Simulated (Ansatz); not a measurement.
# ZrB2: the cost of one run

Method: DFT r2SCAN, scalar-relativistic, plane waves, PAW, in Ansatz 0.2.0.

### Step 1. The system as given

It takes space group P6/mmm (No. 191, hexagonal). Conventional cell: a = 3.170 Å, b = 3.170 Å, c = 3.533 Å, α = 90.00°, β = 90.00°, γ = 120.00°. Around Zr (site symmetry 6/mmm) lie 12 B at 2.54 Å. B (site symmetry -6m2) is surrounded by 3 B at 1.83 Å and 6 Zr at 2.54 Å.

Coordinates:

```cif
data_structure
_symmetry_space_group_name_H-M 'P 1'
_symmetry_Int_Tables_number 1
_cell_length_a 3.1700
_cell_length_b 3.1700
_cell_length_c 3.5330
_cell_angle_alpha 90.000
_cell_angle_beta 90.000
_cell_angle_gamma 120.000
_cell_volume 30.75
loop_
_atom_site_label
_atom_site_type_symbol
_atom_site_fract_x
_atom_site_fract_y
_atom_site_fract_z
_atom_site_occupancy
Zr1 Zr 0.00000 0.00000 0.00000 1
B1 B 0.33333 0.66667 0.50000 1
B2 B 0.66667 0.33333 0.50000 1
```

Source of the structure: the Crystallography Open Database.

(A quick probe on a coarse mesh, which set the mesh and smearing, is not shown.)

### Step 3. Relaxing cell and atoms

Input file input.yaml:

```yaml
crystal:
  lattice:
    - [3.17, 0.0, 0.0]
    - [-1.585, 2.74530053, 0.0]
    - [0.0, 0.0, 3.533]
  atoms:
    - { symbol: Zr, position: [0.0, 0.0, 0.0] }
    - { symbol: B, position: [0.3333333333, 0.6666666667, 0.5] }
    - { symbol: B, position: [0.6666666667, 0.3333333333, 0.5] }
basis:
  ecutwfc: 500
kpoints:
  mp_grid: { grid: [15, 15, 12] }
hamiltonian:
  xc: r2scan
scf:
  occupations: { method: gaussian, width: 0.1 }
output:
  forces: true
  stress: true
  eigenvalues: true
  write_density: true
  write_potential: true
  elf: true
  volumetric_format: npy
relax:
  adjacent_minimum: "off"
  f_tol: 0.005
  max_steps: 80
  cell: { stress_tol: 0.05 }
```

The run is started by

```
$ ansatz run input.yaml --threads 1 --pin off --max-ram 2560MiB --backend cpu --events-out ev --progress --plain --runs-dir out
```

Q: Estimate wall time and peak memory on 1 thread of an x86-64 CPU, shared host.

About 37 s, with a peak of 0.61 GiB.
